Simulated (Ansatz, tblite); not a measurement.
# The cluster W₂Cl₄−: rung by rung

Aim: run the doublet of the cluster W₂Cl₄− at one geometry on many levels, and compare frontier levels, spin and run time.

The runs use Ansatz 0.2.0, Gaussian basis; as each input shows.

The runs, in order: GFN1-xTB, GFN2-xTB, PBE-D4/def2-TZVPD, r2SCAN-D4/def2-TZVPD, CAM-B3LYP-D4/def2-TZVPD, revPBE-D4/def2-TZVPD, BLYP-D4/def2-TZVPD, MP2/def2-TZVPD, RPA/def2-TZVPD.

2 further runs of the same task are left out: 2 set aside as unsound or not needed. Runs told in other sessions of the task aren't counted.

## Step 1: The geometry

The doublet was relaxed beforehand with PBE-D4/def2-SVPD. At that level it is the lowest of the isomers that a small search found.

6 atoms, charge -1, spin multiplicity 2.

Bond lengths: W1–W2 2.195 Å, W1–Cl3 2.361 Å, W1–Cl5 2.361 Å, W2–Cl4 2.361 Å, W2–Cl6 2.361 Å. Angles: W2–W1–Cl3 107.3°, W2–W1–Cl5 107.2°, Cl3–W1–Cl5 145.5°, W1–W2–Cl4 107.3°, W1–W2–Cl6 107.2°, Cl4–W2–Cl6 145.5°.

W takes a core potential in the def2 sets. No spin-orbit coupling is included. The ion is computed in the gas phase, without counter-ions or solvent.

PBE0-D4/def2-TZVPD was run before; its log isn't repeated, and its numbers join the tables.

## Step 2: GFN1-xTB

Tight binding, by tblite at 300 K electronic temperature and without a spin-polarisation term:

```python
tblite.interface.Calculator('GFN1-xTB', numbers, positions, charge=-1, uhf=1).singlepoint()
```

Energy -592.1861 eV; 0.008 s.

## Step 3: GFN2-xTB

Tight binding, by tblite at 300 K electronic temperature and without a spin-polarisation term:

```python
tblite.interface.Calculator('GFN2-xTB', numbers, positions, charge=-1, uhf=1).singlepoint()
```

Energy -641.6090 eV; 0.016 s.

## Step 4: PBE-D4/def2-TZVPD

start.molden holds the orbitals of an earlier run on this state, given as this run's starting guess.

in.yaml

```yaml
crystal:
  periodic: [false, false, false]
  atoms:
    - {symbol: W, position_ang: [-0.938127, -0.564047, 0.079238]}
    - {symbol: W, position_ang: [0.938136, 0.564027, -0.079233]}
    - {symbol: Cl, position_ang: [-1.436294, -1.400326, -2.071923]}
    - {symbol: Cl, position_ang: [1.824385, 0.758844, 2.100571]}
    - {symbol: Cl, position_ang: [-1.636872, -0.447329, 2.331602]}
    - {symbol: Cl, position_ang: [1.248772, 1.088831, -2.360255]}
basis:
  gaussian: {orbitals: def2-TZVPD, initial_orbitals: start.molden}
total_charge: -1
magnetization: {spin_polarized: true, initial_magnetization: 1}
hamiltonian: {xc: pbe, dispersion: d4}
scf: {omitted_lower_state_checks: [starts]}
output: {forces: true, orbitals: {seedname: orbitals}}
```

Run with:

```bash
$ ansatz run in.yaml --threads 4 --pin off --events-out ev --progress --plain --max-ram 4787MiB
```

After this run come: r2SCAN-D4/def2-TZVPD; CAM-B3LYP-D4/def2-TZVPD; revPBE-D4/def2-TZVPD; BLYP-D4/def2-TZVPD; MP2/def2-TZVPD; RPA/def2-TZVPD.

**Question.** What will the summary of the whole plan be? Wanted: gap in def2-TZVPD, named functionals, smallest and largest; correlation energy, MP2/def2-TZVPD; ⟨S²⟩ in def2-TZVPD, named functionals, smallest and largest.

**Answer**, as computed:

| quantity | value |
| --- | --- |
| gap in def2-TZVPD, named functionals, smallest and largest | 0.67 eV (BLYP-D4), 4.65 eV (CAM-B3LYP-D4) |
| correlation energy, MP2/def2-TZVPD | -40.12 eV |
| ⟨S²⟩ in def2-TZVPD, named functionals, smallest and largest | 0.773, 1.383 |

In words: Over the named functionals in def2-TZVPD the gap runs from 0.67 eV (BLYP-D4) to 4.65 eV (CAM-B3LYP-D4); exact exchange widens it. Over the named functionals in def2-TZVPD spin contamination reaches 0.63 (CAM-B3LYP-D4), so some levels may describe another state.
